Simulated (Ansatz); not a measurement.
# CH5ClFNSi: up Jacob's ladder to CCSD(T)

The task here is to estimate one member of a computed series from the others.

Method: functionals in def2-TZVPP, the program's frozen cores in correlated methods; program: Ansatz 0.2.0, Gaussian basis.

Levels to be run: PBE-D4, r2SCAN-D4, PBE0-D4, B3LYP-D4, ωB97X-V, ωB97M-V, B2PLYP; CCSD(T)/def2-TZVPP; MP2/def2-QZVPP; extrapolation to the limit.

### The relaxed structure

All runs share one geometry, relaxed beforehand with PBE0-D4 in a triple-zeta def2 set.

SMILES `NC(F)[SiH2]Cl`, 10 atoms, charge 0, spin multiplicity 1.

Atoms are counted from 1 here; the program's logs count them from 0.

Bond lengths: N1–C2 1.398 Å, N1–H6 1.010 Å, N1–H7 1.010 Å, C2–F3 1.429 Å, C2–Si4 1.898 Å, C2–H8 1.094 Å, Si4–Cl5 2.052 Å, Si4–H9 1.484 Å, Si4–H10 1.479 Å. Angles: C2–N1–H6 114.2°, C2–N1–H7 114.2°, H6–N1–H7 110.6°, N1–C2–F3 113.3°, N1–C2–Si4 112.6°, N1–C2–H8 109.5°, F3–C2–Si4 104.6°, F3–C2–H8 105.2°, Si4–C2–H8 111.4°, C2–Si4–Cl5 109.6°, C2–Si4–H9 108.5°, C2–Si4–H10 110.2°, Cl5–Si4–H9 108.7°, Cl5–Si4–H10 108.4°, H9–Si4–H10 111.3°.

The first run:

Contents of in.yaml:

```yaml
crystal:
  periodic: [false, false, false]
  atoms:
    - {symbol: N, position_ang: [-0.304677, 1.170389, 0.878422]}
    - {symbol: C, position_ang: [-0.328451, -0.197891, 0.593387]}
    - {symbol: F, position_ang: [0.448988, -0.978177, 1.503912]}
    - {symbol: Si, position_ang: [0.390653, -0.600456, -1.116484]}
    - {symbol: Cl, position_ang: [-0.880697, 0.082249, -2.574766]}
    - {symbol: H, position_ang: [0.608511, 1.593937, 0.798488]}
    - {symbol: H, position_ang: [-0.736193, 1.418674, 1.757636]}
    - {symbol: H, position_ang: [-1.350546, -0.573693, 0.695302]}
    - {symbol: H, position_ang: [1.692754, 0.096511, -1.256577]}
    - {symbol: H, position_ang: [0.542859, -2.062541, -1.276320]}
basis:
  gaussian: {orbitals: def2-TZVPP}
hamiltonian: {xc: pbe, dispersion: d4}
output: {forces: true, orbitals: {seedname: orbitals}}
```

Command:

```bash
> ansatz run in.yaml --threads 4 --pin off --events-out ev --progress --plain --max-ram 10444MiB
```

Among the steps run: PBE-D4 (GGA); r2SCAN-D4 (meta-GGA); PBE0-D4 (hybrid); B3LYP-D4 (hybrid); ωB97X-V (range-separated); ωB97M-V (range-separated); B2PLYP (double hybrid); CCSD(T) in def2-TZVPP; MP2 in def2-QZVPP.

One of the session's tables, all rows but one given; the rest of the session is left out.

It belongs to the step «Atomisation energies». 

| method | atomisation energy (kJ/mol) |
| --- | --- |
| PBE-D4 | 3502.4 |
| r2SCAN-D4 | 3431.0 |
| PBE0-D4 | 3428.1 |
| B3LYP-D4 | 3426.7 |
| ωB97X-V | 3454.4 |
| ωB97M-V | 3449.5 |
| B2PLYP | 3384.4 |
| HF/def2-TZVPP | 2414.4 |
| MP2/def2-TZVPP | 3383.9 |
| CCSD/def2-TZVPP | 3266.6 |
| CCSD(T)/def2-TZVPP | 3321.8 |
| MP2/CBS | 3492.9 |
| CCSD(T)/CBS | ? |

**Question.** Estimate the row for CCSD(T)/CBS.

The run gave: atomisation energy (kJ/mol): 3430.8. In the column «atomisation energy (kJ/mol)» it lies between PBE0-D4 (3428.1) and r2SCAN-D4 (3431.0).

Caveats from the session: Free atoms (1 N, 1 C, 1 F, 1 Si, 1 Cl, 5 H) were run apart at each level; the atomisation energy is their sum less the molecule, without zero-point or spin-orbit terms.
